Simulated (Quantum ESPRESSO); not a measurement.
Wanted: the native input for a Quantum ESPRESSO 7.5 run.

```
Task                : single point
Functional          : PBE
Potentials or basis : SSSP 1.3 efficiency PBE
Cutoff              : 748 eV
Density cutoff      : 5987 eV
k mesh              : 11 × 11 × 11
Occupations         : fermi-dirac, width 0.05 eV
Spin                : collinear spin, ferromagnetic start
Starting moments    : [4.5, 3.5, 0.0, 0.0] μB
Mixing beta         : 0.3
Most SCF iterations : 120
SCF threshold       : 8e-10 Ry
```

Crystal: VCrC2.

```
CELL_PARAMETERS angstrom
1.46063 0.84330 4.73939
-1.46063 0.84330 4.73939
0.00000 -1.68659 4.73939
ATOMIC_POSITIONS crystal
Cr 0.50000 0.50000 0.50000
V 0.00000 0.00000 0.00000
C 0.24876 0.24876 0.24876
C 0.75124 0.75124 0.75124
```

The cell comes from a database or a generator and needn't be the stable form of this composition.

These files were run (other wordings do the same):

pw.in

```
&CONTROL
  calculation = 'scf'
  prefix = 'pwscf'
  outdir = './tmp'
  pseudo_dir = './pseudo'
  tprnfor = .true.
  tstress = .true.
  disk_io = 'nowf'
/
&SYSTEM
  ibrav = 0
  nat = 4
  ntyp = 3
  ecutwfc = 55
  ecutrho = 440
  nbnd = 28
  occupations = 'smearing'
  smearing = 'fd'
  degauss = 0.00367493
  nspin = 2
  starting_magnetization(1) = 0.3214
  starting_magnetization(2) = 0.2692
  starting_magnetization(3) = 0
/
&ELECTRONS
  conv_thr = 8d-10
  electron_maxstep = 120
  mixing_beta = 0.3
/
ATOMIC_SPECIES
Cr    51.9961 cr_pbe_v1.5.uspp.F.UPF
V     50.9415 v_pbe_v1.4.uspp.F.UPF
C     12.0110 C.pbe-n-kjpaw_psl.1.0.0.UPF
CELL_PARAMETERS angstrom
   1.4606320425    0.8432963029    4.7393853233
  -1.4606320425    0.8432963029    4.7393853233
   0.0000000000   -1.6865926058    4.7393853233
ATOMIC_POSITIONS crystal
Cr     0.5000000000    0.5000000000    0.5000000000
V      0.0000000000    0.0000000000    0.0000000000
C      0.2487590000    0.2487590000    0.2487590000
C      0.7512410000    0.7512410000    0.7512410000
K_POINTS automatic
11 11 11 0 0 0
```

Potentials or basis: SSSP 1.3 efficiency PBE.

Launch:

```console
$ OMP_NUM_THREADS=1 pw.x -in pw.in > pw.out
```

Results of the run:

The pressure is 0.5 GPa, the largest force is 0.009 eV/Å and the band gap on the k mesh is none (metal or under the smearing width). The net moment is 1.13 μB per cell and the absolute moment is 1.49 μB per cell. The site moments are Cr +1.10; V -0.01; C -0.05 μB. The valence electrons inside the program's atomic spheres are Cr 11.16; V 10.07; C 3.25.

Caveat: the moment fell far below its start of 4.5 μB, so a state of higher moment may lie lower in energy.

Wall time 18 min on 1 thread of Arm Neoverse V1 (shared host), peak memory 0.4 GiB.
